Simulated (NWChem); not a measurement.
**C2HF2Ga (SMILES C#[C][Ga]([F])[F]): revPBE-D3(BJ)/cc-pVTZ (density fitting with weigend coulomb fitting, esp esp)**

Aim: the vertical electron affinity of C2HF2Ga at revPBE-D3(BJ)/cc-pVTZ (density fitting with weigend coulomb fitting, esp esp), from 2 runs. 

Program for the calculation: NWChem 7.3.0.

1 further run of the same task is left out (set aside as unsound or not needed).

## 1. The structure to begin with

C2HF2Ga has 6 atoms, charge 0, and is taken as a singlet. As SMILES, `C#[C][Ga]([F])[F]`. The coordinates come from a PBE0-D4/def2-TZVP relaxation.

Bond lengths: C1–C2 1.205 Å, C2–Ga3 1.875 Å, Ga3–F4 1.734 Å, Ga3–F5 1.734 Å, C1–H6 1.067 Å. Angles: C1–C2–Ga3 180.0°, C2–Ga3–F4 123.5°, C2–Ga3–F5 123.5°, F4–Ga3–F5 113.0°, C2–C1–H6 180.0°.

## 2. The energy at revPBE-D3(BJ)/cc-pVTZ (density fitting with weigend coulomb fitting, esp esp)

File c2hf2ga.nw:

```
start c2hf2ga
memory stack 880 mb heap 220 mb global 1100 mb
charge 0
geometry units au noautosym nocenter noautoz
C   -0.45844756   1.85495516   2.99937331
C   -0.16440617   0.66688435   1.07884464
Ga   0.29196269  -1.18088986  -1.90900133
F    0.45655783  -4.45219475  -2.00556634
F    0.59299606   0.20465734  -4.86339915
H   -0.71866285   2.90677672   4.69974887
end
basis "ao basis" spherical bse
* library cc-pVTZ
end
basis "cd basis" spherical
* library "weigend coulomb fitting"
end
dft
xc revpbe cpbe96
disp vdw 4
grid fine
convergence energy 1e-05
maxiter 100
noprint "final vectors analysis"
end
esp
range 0.4
spacing 0.035
recalculate
end
task dft energy
task esp
```

Launch:

```sh
$ nwchem c2hf2ga.nw > c2hf2ga.out
```

The log of the run, shortened:

```text
[...]
          Wavefunction type:  closed shell.
          No. of atoms     :     6
          No. of electrons :    62
[...]
          Charge           :     0
          Spin multiplicity:     1
[...]
          AO basis - number of functions:   177
[...]
              XC Information
              --------------
                        RevPBE Exchange Functional  1.000
            Perdew 1991 LDA Correlation Functional  1.000 local
           PerdewBurkeErnz. Correlation Functional  1.000 non-local
[...]
 d= 0,ls=0.0,diis     1  -2201.1359630968 -2.53D+03  1.54D-02  1.47D+00    10.4
[...]
 d= 0,ls=0.0,diis     9  -2201.2902198244 -9.22D-06  3.54D-06  1.92D-06    19.0
         Total DFT energy =    -2201.290219824428
      One electron energy =    -3716.396119414444
           Coulomb energy =     1295.283834424115
    Exchange-Corr. energy =     -106.970075978925
 Nuclear repulsion energy =      326.800105917391
    Dispersion correction =       -0.007964772565
[...]
 Dipole moment                                  1.208144
 Quadrupole moment Qxx                          5.623533
                   Qyy                         -7.194313
                   Qzz                          1.570779
[...]
```

It took 46 s on 1 thread of Intel Xeon 6975P-C (Granite Rapids), shared host; peak memory 0.16 GiB.

## 3. The doublet anion at the same level

File calc.nw:

```
start calc
title "C2HF2Ga"
memory 2200 mb
charge -1

geometry units au noautosym nocenter noautoz
  C   -0.45844756   1.85495516   2.99937331
  C   -0.16440617   0.66688435   1.07884464
  Ga   0.29196269  -1.18088986  -1.90900133
  F    0.45655783  -4.45219475  -2.00556634
  F    0.59299606   0.20465734  -4.86339915
  H   -0.71866285   2.90677672   4.69974887
end

basis spherical bse
  C library cc-pVTZ
  Ga library cc-pVTZ
  F library cc-pVTZ
  H library cc-pVTZ
end

basis "cd basis" spherical
  C library "weigend coulomb fitting"
  Ga library "weigend coulomb fitting"
  F library "weigend coulomb fitting"
  H library "weigend coulomb fitting"
end

dft
  xc revpbe cpbe96
  mult 2
  disp vdw 4
  grid fine
  convergence energy 1e-05
  iterations 150
  print medium
end

esp
  range 0.4
  spacing 0.035
  recalculate
end

task dft
task esp
```

Launch:

```sh
$ nwchem calc.nw > calc.out
```

The log of the run, shortened:

```text
[...]
          Wavefunction type:  spin polarized.
          No. of atoms     :     6
          No. of electrons :    63
[...]
          Charge           :    -1
          Spin multiplicity:     2
[...]
          AO basis - number of functions:   177
[...]
              XC Information
              --------------
                        RevPBE Exchange Functional  1.000
            Perdew 1991 LDA Correlation Functional  1.000 local
           PerdewBurkeErnz. Correlation Functional  1.000 non-local
[...]
 d= 0,ls=0.0,diis     1  -2200.9179462535 -2.53D+03  5.40D-02  1.26D+00    11.1
[...]
 d= 0,ls=0.0,diis    10  -2201.2844216813 -3.99D-06  7.62D-06  2.13D-06    27.3
[...]
         Total DFT energy =    -2201.284421681270
      One electron energy =    -3730.319315885436
           Coulomb energy =     1309.462675057060
    Exchange-Corr. energy =     -107.219921997720
 Nuclear repulsion energy =      326.800105917391
    Dispersion correction =       -0.007964772565
[...]
      <S2> =      0.7539 (Exact =     0.7500)
[...]
 Dipole moment                                  1.378478
 Quadrupole moment Qxx                         15.037918
                   Qyy                         -4.252174
                   Qzz                        -10.785744
[...]
```

Wall time 54 s (1 thread of Intel Xeon 6975P-C (Granite Rapids), shared host); peak memory 0.17 GiB.

## 4. What came out

At revPBE-D3(BJ)/cc-pVTZ (density fitting with weigend coulomb fitting, esp esp):

| quantity | value |
| --- | --- |
| singlet C2HF2Ga: total energy | -2201.29022 Eh |
| singlet C2HF2Ga: dipole moment | 2.96 D |
| singlet C2HF2Ga: dispersion energy | -20.91 kJ/mol |
| doublet anion: total energy | -2201.28442 Eh |
| doublet anion: HOMO energy (highest over α and β) | 2.73 eV |
| doublet anion: LUMO energy (lowest over α and β) | 3.31 eV |
| doublet anion: dispersion energy | -20.91 kJ/mol |
| doublet anion: ⟨S²⟩ | 0.754 |
| vertical electron affinity (to the doublet anion) | -0.158 eV |

The anion lies 0.16 eV (15.2 kJ/mol) above the neutral: the electron isn't bound at this level, and such a value depends on the basis. Without diffuse functions anions come out too high. The HOMO (doublet anion) lies at positive energy, 2.73 eV, as semi-local functionals often give for anions; only total energies tell whether the electron is bound.
